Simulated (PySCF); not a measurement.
# trans-Zr(H2O)2Br4: geometry, NMR shifts and electronic excitations

What NMR shifts and electronic excitations should trans-Zr(H2O)2Br4 (`[OH2]->[Zr](<-[OH2])([Br])([Br])([Br])[Br]`) show?

Programs: PySCF 2.14.0, with density-fitted response routines of our own. Each step states its level of theory. These are calculated values for one molecule in the gas phase, unless marked as measured. Atoms count from 0, in the outputs and in this text.

### 1 The starting structure

11 atoms, charge 0, multiplicity 1; geometry from: GFN2-xTB. The atoms were then displaced at random by about 0.03 Å, so the start is not that level's minimum.

Bonds of the start (Å): Zr0–O1 2.38, Zr0–O4 2.43, Zr0–Br7 2.55, Zr0–Br8 2.64, Zr0–Br9 2.61, Zr0–Br10 2.50, O1–H2 1.00, O1–H3 1.07, O4–H5 0.94, O4–H6 0.98.

### 2 Relaxing the molecule at PBE0-D3(BJ)/def2-SVP

Job settings and geometry (Å):

```
{"job": {"xc": "PBE0", "basis": "def2-SVP", "d3": "d3bj", "grid": 1, "maxiter": 40, "shake": 0.03, "kind": "geom"}, "charge": 0, "multiplicity": 1}
Zr    -0.239130     0.185360    -0.015550
O      0.104370     0.062720     2.337460
H     -0.661060    -0.172530     2.931110
H      1.043680    -0.304670     2.689490
O      0.095520    -0.300410    -2.372830
H      0.550350    -1.090050    -2.604490
H      0.450110     0.416290    -2.941950
Br     2.304560     0.395390     0.085310
Br    -2.642160     0.497080     1.032600
Br    -0.501910     2.531450    -1.133980
Br    -0.406280    -2.306120     0.023710
```

Command:

```bash
$ OMP_NUM_THREADS=1 python probes_run.py task.json out
```

This one command runs all jobs of the session in turn.

The program printed:

```text
step   0  E = -10494.15599762  max force = 0.067082
step   1  E = -10494.17071520  max force = 0.019587
step   2  E = -10494.16903706  max force = 0.035700
step   3  E = -10494.17476612  max force = 0.014311
step   4  E = -10494.17521122  max force = 0.007121
step   5  E = -10494.17609937  max force = 0.004328
step   6  E = -10494.17626304  max force = 0.004139
step   7  E = -10494.17659268  max force = 0.002228
step   8  E = -10494.17674231  max force = 0.003104
step   9  E = -10494.17692399  max force = 0.002075
step  10  E = -10494.17702407  max force = 0.001129
step  11  E = -10494.17708701  max force = 0.001068
step  12  E = -10494.17708283  max force = 0.001076
step  13  E = -10494.17708979  max force = 0.001080
step  14  E = -10494.17708733  max force = 0.000996
step  15  E = -10494.17708841  max force = 0.000965
step  16  E = -10494.17708843  max force = 0.000959
step  17  E = -10494.17708849  max force = 0.000960
step  18  E = -10494.17708849  max force = 0.000959
step  19  E = -10494.17708850  max force = 0.000957
step  20  E = -10494.17708850  max force = 0.000960
step  21  E = -10494.17708851  max force = 0.000959
step  22  E = -10494.17708851  max force = 0.000958
step  23  E = -10494.17708852  max force = 0.000959
step  24  E = -10494.17708852  max force = 0.000958
step  25  E = -10494.17708852  max force = 0.000959
step  26  E = -10494.17708853  max force = 0.000959
step  27  E = -10494.17708853  max force = 0.000958
step  28  E = -10494.17708854  max force = 0.000958
step  29  E = -10494.17708854  max force = 0.000957
step  30  E = -10494.17708855  max force = 0.000957
step  31  E = -10494.17708855  max force = 0.000957
step  32  E = -10494.17708856  max force = 0.000957
step  33  E = -10494.17708856  max force = 0.000956
step  34  E = -10494.17708857  max force = 0.000956
step  35  E = -10494.17708857  max force = 0.000956
step  36  E = -10494.17708858  max force = 0.000956
step  37  E = -10494.17708858  max force = 0.000955
step  38  E = -10494.17708858  max force = 0.000955
step  39  E = -10494.17708858  max force = 0.000954
step  40  E = -10494.17708859  max force = 0.000954
optimisation not converged
```

It took 33 min on 1 thread of Arm Neoverse V2, shared host; peak memory 1.8 GiB.

Step by step: (not every step is listed) (the energy doesn't fall at every step)

```
step  energy from step 0 (eV)  largest force component (eV/Å)
   0                   0.0000                          3.4495
   1                  -0.4005                          1.0072
   2                  -0.3548                          1.8358
   3                  -0.5107                          0.7359
   4                  -0.5228                          0.3662
   5                  -0.5470                          0.2226
   6                  -0.5515                          0.2128
   7                  -0.5604                          0.1146
   8                  -0.5645                          0.1596
  10                  -0.5722                          0.0581
  12                  -0.5738                          0.0553
  14                  -0.5739                          0.0512
  16                  -0.5739                          0.0493
  18                  -0.5739                          0.0493
  20                  -0.5739                          0.0494
  22                  -0.5739                          0.0493
  24                  -0.5739                          0.0493
  26                  -0.5739                          0.0493
  28                  -0.5739                          0.0493
  30                  -0.5739                          0.0492
  32                  -0.5739                          0.0492
  34                  -0.5739                          0.0492
  35                  -0.5739                          0.0492
  36                  -0.5739                          0.0492
  37                  -0.5739                          0.0491
  38                  -0.5739                          0.0491
  39                  -0.5739                          0.0491
  40                  -0.5739                          0.0491
```

Close pairs (by a distance rule), those that changed most:

```csv
bond,before (Å),after (Å),change (Å)
Zr0–O4,2.430,2.254,-0.176
Zr0–O1,2.381,2.248,-0.134
O1–H3,1.068,0.968,-0.101
Zr0–Br8,2.640,2.557,-0.083
Zr0–Br10,2.497,2.570,+0.072
Zr0–Br9,2.612,2.557,-0.055
O4–H5,0.940,0.968,+0.028
O1–H2,0.997,0.969,-0.028
```

The final coordinates are the input of the step that follows.

The optimisation stopped before it met its thresholds, so this geometry is not quite a stationary point, and what follows inherits that.

```
                         at the end point                value
  point group (found at 0.08 Å tolerance)                   C2
rotational constants (GHz, main isotopes)  0.397, 0.391, 0.257
                        dipole moment (D)                 1.39
```

### 3 Shielding tensors: PBE0/def2-TZVP+pcSseg-1

Job settings and geometry (Å):

```
{"job": {"kind": "nmr", "xc": "PBE0", "basis": {"default": "pcSseg-1", "Zr": "def2-TZVP"}}, "charge": 0, "multiplicity": 1}
Zr    -0.113601     0.081532    -0.005282
O      0.069495     0.190216     2.232181
H     -0.699996    -0.046314     2.771541
H      0.901356    -0.032096     2.673876
O     -0.093557    -0.186486    -2.243313
H      0.257572    -1.012498    -2.607103
H      0.175111     0.575060    -2.779215
Br     2.424763     0.231903     0.358822
Br    -2.539448     0.105860     0.803465
Br    -0.207340     2.479875    -0.888377
Br    -0.076306    -2.472542    -0.285715
```

With the program's defaults for keys left out, this is: GIAO PBE0/pcSseg-1 Zr:def2-TZVP NMR shielding, scalar relativity only through core potentials, gas phase.

The program printed:

```text
coarse grid: 57784 points
cycle   1  E = -10492.6740021014  dE = -8.103e+00  |g| = 3.109e+00  |ddm| = 5.619e+00
cycle   2  E = -10491.2637727201  dE =  1.410e+00  |g| = 3.466e+00  |ddm| = 5.402e+00
cycle   3  E = -10494.3576992045  dE = -3.094e+00  |g| = 5.602e-01  |ddm| = 4.074e+00
cycle   4  E = -10494.3807887683  dE = -2.309e-02  |g| = 4.504e-01  |ddm| = 6.790e-01
cycle   5  E = -10494.4191459358  dE = -3.836e-02  |g| = 1.159e-01  |ddm| = 3.579e-01
cycle   6  E = -10494.4224667310  dE = -3.321e-03  |g| = 1.227e-02  |ddm| = 9.955e-02
cycle   7  E = -10494.4224904059  dE = -2.367e-05  |g| = 5.063e-03  |ddm| = 1.289e-02
cycle   8  E = -10494.4224963589  dE = -5.953e-06  |g| = 8.052e-04  |ddm| = 5.215e-03
final grid: 110608 points
cycle   9  E = -10494.4222573117  dE = -1.964e-07  |g| = 8.276e-04  |ddm| = 2.604e-03
cycle  10  E = -10494.4222570976  dE =  2.141e-07  |g| = 1.257e-03  |ddm| = 1.641e-03
cycle  11  E = -10494.4222574237  dE = -3.261e-07  |g| = 2.578e-04  |ddm| = 1.176e-03
cycle  12  E = -10494.4222574432  dE = -1.948e-08  |g| = 5.626e-05  |ddm| = 2.926e-04
cycle  13  E = -10494.4222574438  dE = -6.075e-10  |g| = 9.076e-06  |ddm| = 4.269e-05
converged SCF energy = -10494.4222574438

GIAO shielding tensors (ppm)
atom      isotropic    diamagn.    paramagn.     s11        s22        s33       span
  0 Zr         nan         nan         nan        nan        nan        nan        nan
  1 O      244.008     387.483    -143.475    230.523    241.040    260.462     29.939
  2 H       25.568      28.826      -3.258     16.597     24.086     36.022     19.425
  3 H       25.989      28.736      -2.748     17.605     24.170     36.191     18.585
  4 O      244.687     387.387    -142.700    231.557    240.408    262.098     30.541
  5 H       25.972      28.711      -2.738     17.620     24.123     36.173     18.553
  6 H       25.644      28.766      -3.122     16.866     23.974     36.092     19.227
  7 Br    1710.734    3125.678   -1414.943   1216.231   1292.157   2623.816   1407.585
  8 Br    1635.903    3125.746   -1489.843   1102.399   1168.443   2636.867   1534.468
  9 Br    1634.120    3125.672   -1491.552   1091.495   1196.586   2614.278   1522.784
 10 Br    1711.490    3125.657   -1414.167   1189.839   1301.999   2642.634   1452.795
```

Wall time 2.1 min (1 thread of Arm Neoverse V2, shared host); peak memory 1.6 GiB.

The references, computed at this level on geometries of the same kind, shield at (ppm): ¹H TMS 31.27, ¹⁷O H2O 334.6, ⁷⁹Br HBr 2584. Their shielding less the atom's gives the shift. The references are single molecules in the gas phase, so shifts against H2O, NH3, PH3, H3PO4 or CFCl3 are not on the usual liquid scales and can be off by tens of ppm. Atoms listed in one row are averaged.

```csv
atoms,environment,σ (ppm),δ (ppm)
"H2, H3, H5, H6",hydrogen on an oxygen bonded to Zr,25.79,5.47
"O1, O4","oxygen bonded to Zr, 2 H",244.3,90.2
"Br7, Br8, Br9, Br10",bromine bonded to Zr,1673,911
```

Atoms past Kr carry core potentials, so their printed shieldings have no meaning and are left out of the table.

The run also stored atomic charges by several schemes (e):

```
              atoms  Mulliken  ESP fit
                Zr0      1.18     0.24
             O1, O4     -0.42    -0.48
Br7, Br8, Br9, Br10     -0.38    -0.21
```

Mayer bond orders: Zr0–O1 0.34, Zr0–O4 0.34, Zr0–Br7 0.99, Zr0–Br8 0.96, Zr0–Br9 0.97, Zr0–Br10 0.98.

With diffuse functions Mulliken charges and Mayer bond orders lose their meaning; the other schemes are steadier.

Orbitals, density, ELF and potential are computed afterwards from the orbital file.

Frontier orbitals at PBE0/def2-TZVP+pcSseg-1, with the share of their density that lies nearest to each atom:

```
orbital  energy (eV)                                   lies on
   HOMO        -7.64  Br7, Br9, Br10 about 26 % each; Br8 22 %
   LUMO        -2.43         Zr0 68 %; Br7, Br8 about 8 % each
```

ELF in a plane through or near 3 of the atoms.

Ten even steps from '0' (0.00) to '9' (0.89):
```
0000000000000000000000000000
0000000000000000000000000000
0000000000110000000000000000
0000000012331000000000000000
0000000024542100122000000000
0000000014554111232000000000
0000000001343111220000000000
0000012210011111100012100000
0000178976318998136798710000
0000168959729009279599710000
0000025879819679189685300000
0000036887403773058873100000
0000047841001110001353100000
0000002200011111000010000000
0000000000011110000000000000
0000000000000000000000000000
0000000000000000000000000000
0000000000000000000000000000
0000000000000000000000000000
0000000000000000000000000000
```
The map spans 10.8 Å across and 9.2 Å up, centred on the molecule. Atoms in the plane (x, y in Å): Zr0 (0.0, 0.1), O1 (2.2, 0.0), O4 (-2.2, 0.0).

On the surface of density 0.002 e/bohr³ the electrostatic potential runs, from the 1st to the 99th percentile, from -0.87 V near Br9 to 3.25 V near H3.

### 4 TDDFT and polarisability: CAM-B3LYP/def2-SVPD

The job, as its differences from that of step 3:

```diff
@@ -1,2 +1,2 @@
-{"job": {"kind": "nmr", "xc": "PBE0", "basis": {"default": "pcSseg-1", "Zr": "def2-TZVP"}}, "charge": 0, "multiplicity": 1}
+{"job": {"kind": "uv", "xc": "CAM-B3LYP", "basis": "def2-SVPD", "ip": true, "nstates": 10}, "charge": 0, "multiplicity": 1}
 Zr    -0.113601     0.081532    -0.005282
```

Method: TDDFT CAM-B3LYP/def2-SVPD, vertical, gas phase, core orbitals frozen in the response.

The program printed:

```text
coarse grid: 57784 points
cycle   1  E = -10495.4210947438  dE = -9.595e+00  |g| = 1.473e+00  |ddm| = 6.026e+00
cycle   2  E = -10495.1132317865  dE =  3.079e-01  |g| = 1.727e+00  |ddm| = 3.981e+00
cycle   3  E = -10495.9483309098  dE = -8.351e-01  |g| = 1.526e-01  |ddm| = 2.343e+00
cycle   4  E = -10495.9523118788  dE = -3.981e-03  |g| = 8.542e-02  |ddm| = 3.320e-01
cycle   5  E = -10495.9536357312  dE = -1.324e-03  |g| = 3.491e-02  |ddm| = 1.237e-01
cycle   6  E = -10495.9539491024  dE = -3.134e-04  |g| = 5.739e-03  |ddm| = 4.527e-02
cycle   7  E = -10495.9539609244  dE = -1.182e-05  |g| = 1.849e-03  |ddm| = 1.004e-02
cycle   8  E = -10495.9539630697  dE = -2.145e-06  |g| = 3.042e-04  |ddm| = 5.899e-03
final grid: 110608 points
cycle   9  E = -10495.9536991405  dE = -2.653e-07  |g| = 3.709e-04  |ddm| = 5.314e-03
cycle  10  E = -10495.9536991376  dE =  2.919e-09  |g| = 4.470e-04  |ddm| = 1.152e-03
cycle  11  E = -10495.9536991778  dE = -4.019e-08  |g| = 7.220e-05  |ddm| = 5.662e-04
cycle  12  E = -10495.9536991795  dE = -1.774e-09  |g| = 3.186e-05  |ddm| = 1.646e-04
cycle  13  E = -10495.9536991801  dE = -5.803e-10  |g| = 1.212e-05  |ddm| = 7.705e-05
converged SCF energy = -10495.9536991801

Static polarisability (au): isotropic 150.536, principal 123.806 163.309 164.493

Singlet excitations
state   eV       nm        f      main configurations
  1   4.2604    291.0   0.00403   H->L+1 0.68, H->L 0.30
  2   4.2754    290.0   0.00411   H->L+2 0.95
  3   4.4247    280.2   0.01105   H->L 0.61, H->L+1 0.29
  4   4.5168    274.5   0.00087   H-1->L+1 0.35, H-1->L 0.34, H-2->L+2 0.14
  5   4.5532    272.3   0.00034   H-1->L+2 0.55, H-2->L+2 0.15, H-2->L 0.15
  6   4.5969    269.7   0.02151   H-1->L 0.54, H-1->L+1 0.15, H-2->L+2 0.09
  7   4.6109    268.9   0.00788   H-1->L+1 0.37, H-2->L+2 0.33, H-2->L 0.23
  8   4.6275    267.9   0.01926   H-2->L+1 0.54, H-2->L 0.19, H-2->L+2 0.10
  9   4.6519    266.5   0.01165   H-1->L+2 0.37, H-2->L+1 0.21, H-2->L 0.16
 10   4.8785    254.1   0.00022   H-3->L 0.67, H-3->L+1 0.26

Triplet excitations (Tamm-Dancoff, eV): 4.0112 4.1431 4.1556 4.3958
Vertical ionisation energy (delta-SCF) = 9.6163 eV
Vertical electron affinity (delta-SCF) = 1.2445 eV
```

Wall time 16 min (1 thread of Arm Neoverse V2, shared host); peak memory 1.8 GiB.

The orbitals next to the gap, with their largest atomic shares:

| orbital | eV | atoms |
| --- | --- | --- |
| HOMO−3 | -9.61 | Br10 25 %, Br7 25 %, Br9 22 % |
| HOMO−2 | -9.27 | Br9 26 %, Br7 24 %, Br10 24 % |
| HOMO−1 | -9.24 | Br8 28 %, Br10 24 %, Br9 23 % |
| HOMO | -8.88 | Br7 29 %, Br9 26 %, Br10 23 % |
| LUMO | -1.45 | Zr0 70 %, Br9 8 %, Br8 8 % |
| LUMO+1 | -1.43 | Zr0 69 %, Br7 9 %, Br8 6 % |
| LUMO+2 | -1.42 | Zr0 69 %, Br9 8 %, Br10 8 % |

With each of the 10 states as a Gaussian band of 0.4 eV half-width at 1/e, the curve within the window shown has maxima at 271 nm (ε 3,000) L/(mol cm). Beyond the last state computed it falls off for lack of states. The curve at chosen wavelengths:

```json
{"nm": "239", "ε (L/mol/cm)": "371"}
{"nm": "243", "ε (L/mol/cm)": "647"}
{"nm": "247", "ε (L/mol/cm)": "1019"}
{"nm": "251", "ε (L/mol/cm)": "1466"}
{"nm": "255", "ε (L/mol/cm)": "1941"}
{"nm": "259", "ε (L/mol/cm)": "2386"}
{"nm": "263", "ε (L/mol/cm)": "2740"}
{"nm": "267", "ε (L/mol/cm)": "2962"}
{"nm": "271", "ε (L/mol/cm)": "3031"}
{"nm": "275", "ε (L/mol/cm)": "2953"}
{"nm": "279", "ε (L/mol/cm)": "2754"}
{"nm": "283", "ε (L/mol/cm)": "2470"}
{"nm": "287", "ε (L/mol/cm)": "2141"}
{"nm": "290", "ε (L/mol/cm)": "1884"}
{"nm": "294", "ε (L/mol/cm)": "1551"}
{"nm": "298", "ε (L/mol/cm)": "1246"}
{"nm": "302", "ε (L/mol/cm)": "978"}
{"nm": "306", "ε (L/mol/cm)": "753"}
{"nm": "310", "ε (L/mol/cm)": "570"}
{"nm": "314", "ε (L/mol/cm)": "424"}
{"nm": "318", "ε (L/mol/cm)": "311"}
{"nm": "322", "ε (L/mol/cm)": "225"}
{"nm": "326", "ε (L/mol/cm)": "160"}
{"nm": "330", "ε (L/mol/cm)": "113"}
{"nm": "334", "ε (L/mol/cm)": "79"}
{"nm": "338", "ε (L/mol/cm)": "54"}
```

Leading natural transition orbitals of singlet state 6: the hole lies on Br8, Br10 about 28 % each; Br7, Br9 about 20 % each; the particle on Zr0 71 %; 4 Br atoms about 7 % each.

Leading natural transition orbitals of singlet state 1: the hole lies on Br7, Br8, Br9 about 26 % each; Br10 21 %; the particle on Zr0 69 %; Br7, Br8 about 7 % each.

Ground-state properties from the same run:

```csv
property,computed
dipole moment (D),1.25
polarisability (Å³),22.31
HOMO–LUMO gap (eV),7.43
−ε(HOMO) (eV),8.88
```

### 5 NMR shieldings: wB97X-D/def2-TZVP+pcSseg-1

The job, as its differences from that of step 4:

```diff
@@ -1,2 +1,2 @@
-{"job": {"kind": "uv", "xc": "CAM-B3LYP", "basis": "def2-SVPD", "ip": true, "nstates": 10}, "charge": 0, "multiplicity": 1}
+{"job": {"kind": "nmr", "xc": "wB97X-D", "basis": {"default": "pcSseg-1", "Zr": "def2-TZVP"}, "pop": false}, "charge": 0, "multiplicity": 1}
 Zr    -0.113601     0.081532    -0.005282
```

Level: GIAO wB97X-D/pcSseg-1 Zr:def2-TZVP NMR shielding, scalar relativity only through core potentials, gas phase.

The program printed:

```text
coarse grid: 57784 points
cycle   1  E = -10495.5800835772  dE = -9.586e+00  |g| = 1.884e+00  |ddm| = 5.245e+00
cycle   2  E = -10495.5053540463  dE =  7.473e-02  |g| = 1.546e+00  |ddm| = 2.384e+00
cycle   3  E = -10495.9833395365  dE = -4.780e-01  |g| = 3.307e-01  |ddm| = 1.636e+00
cycle   4  E = -10496.0099385904  dE = -2.660e-02  |g| = 4.937e-02  |ddm| = 3.270e-01
cycle   5  E = -10496.0106419233  dE = -7.033e-04  |g| = 1.189e-02  |ddm| = 6.605e-02
cycle   6  E = -10496.0106807018  dE = -3.878e-05  |g| = 6.379e-03  |ddm| = 1.497e-02
cycle   7  E = -10496.0106944882  dE = -1.379e-05  |g| = 1.879e-03  |ddm| = 7.575e-03
cycle   8  E = -10496.0106968065  dE = -2.318e-06  |g| = 5.097e-04  |ddm| = 4.130e-03
final grid: 110608 points
cycle   9  E = -10496.0123633855  dE = -1.631e-04  |g| = 2.773e-03  |ddm| = 7.025e-02
cycle  10  E = -10496.0123652771  dE = -1.892e-06  |g| = 9.549e-04  |ddm| = 6.590e-03
cycle  11  E = -10496.0123653630  dE = -8.591e-08  |g| = 9.791e-04  |ddm| = 1.697e-03
cycle  12  E = -10496.0123656137  dE = -2.507e-07  |g| = 1.228e-04  |ddm| = 1.148e-03
cycle  13  E = -10496.0123656208  dE = -7.094e-09  |g| = 6.034e-05  |ddm| = 2.402e-04
cycle  14  E = -10496.0123656222  dE = -1.459e-09  |g| = 2.518e-05  |ddm| = 1.125e-04
cycle  15  E = -10496.0123656225  dE = -3.238e-10  |g| = 6.785e-06  |ddm| = 4.950e-05
converged SCF energy = -10496.0123656225

GIAO shielding tensors (ppm)
atom      isotropic    diamagn.    paramagn.     s11        s22        s33       span
  0 Zr         nan         nan         nan        nan        nan        nan        nan
  1 O      245.478     388.263    -142.785    234.722    240.870    260.842     26.120
  2 H       25.663      28.800      -3.137     16.647     24.228     36.113     19.466
  3 H       26.067      28.715      -2.648     17.623     24.285     36.293     18.671
  4 O      246.167     388.163    -141.996    235.688    240.279    262.534     26.846
  5 H       26.053      28.696      -2.642     17.645     24.250     36.265     18.620
  6 H       25.737      28.748      -3.010     16.916     24.117     36.180     19.264
  7 Br    1792.112    3126.412   -1334.300   1315.884   1390.882   2669.570   1353.686
  8 Br    1711.213    3126.388   -1415.175   1192.108   1265.352   2676.181   1484.073
  9 Br    1710.443    3126.338   -1415.896   1182.559   1293.316   2655.453   1472.894
 10 Br    1792.039    3126.380   -1334.341   1289.593   1400.189   2686.336   1396.743
```

Wall time 2.3 min (1 thread of Arm Neoverse V2, shared host); peak memory 1.6 GiB.

This run: δ O1 87.4, Br7 825, H2 5.50 ppm (means over like atoms).

### 6 Side by side: NMR shifts

Shifts (ppm), means over like atoms, with basis size and wall time:

```
                       run    H2    O1  Br7  functions     time
   PBE0/def2-TZVP+pcSseg-1  5.47  90.2  911        258  2.1 min
wB97X-D/def2-TZVP+pcSseg-1  5.50  87.4  825        258  2.3 min
```

### 7 Results

| quantity | value |
| --- | --- |
| point group | C2 |
| rotational constants (main isotopes) | 0.40, 0.39, 0.26 GHz |
| ¹H shifts against TMS (PBE0/def2-TZVP+pcSseg-1, means over atoms taken as alike) | 5.47 ppm |
| ¹⁷O shifts against H2O (PBE0/def2-TZVP+pcSseg-1, means over atoms taken as alike) | 90.2 ppm |
| ⁷⁹Br shifts against HBr (PBE0/def2-TZVP+pcSseg-1, means over atoms taken as alike) | 911 ppm |
| surface potential, 1st and 99th percentile | -0.87 V and 3.25 V |
| lowest singlet (CAM-B3LYP/def2-SVPD) | 4.26 eV (291 nm), f = 0.004 |
| brightest single state of those computed | state 6, 4.60 eV, f = 0.022 |
| lowest triplet | 4.01 eV |
| vertical ionisation energy (ΔSCF) | 9.62 eV |
| vertical electron affinity (ΔSCF) | 1.24 eV |
| range of the shift of Br7 | 825 to 911 ppm |

In words: The start was shaken at random, so part of the energy gained undoes that. The optimisation took 40 steps and gained 0.574 eV; among the close pairs (by a distance rule), Zr0–O4 changed most, from 2.430 to 2.254 Å. At PBE0/def2-TZVP+pcSseg-1: The widest tensor belongs to Br7, Br8, Br9, Br10: span 1479 ppm, with a paramagnetic part of -1453 ppm. By nearest atom (PBE0/def2-TZVP+pcSseg-1), the HOMO sits on Br7, Br9, Br10 about 26 % each; Br8 22 % and the LUMO on Zr0 68 %; Br7, Br8 about 8 % each. The first singlet state (HOMO→LUMO+1 0.68, HOMO→LUMO 0.30) lies at 4.26 eV and is weak; of the 10 states computed, the strongest absorption comes from states 6 to 9 together at 4.60 eV. The lowest triplet lies 0.25 eV below the lowest singlet (triplets in Tamm-Dancoff, singlets in full TDDFT). ΔSCF puts the ionisation energy at 9.62 eV, 0.74 eV above −ε(HOMO). In ppm, Br7 (with its like atoms) moves most: its shift spreads over 87 ppm, from 825 (wB97X-D/def2-TZVP+pcSseg-1) to 911 (PBE0/def2-TZVP+pcSseg-1). Spin-orbit coupling is left out, which matters for shieldings and couplings at and beside the heavy atoms.
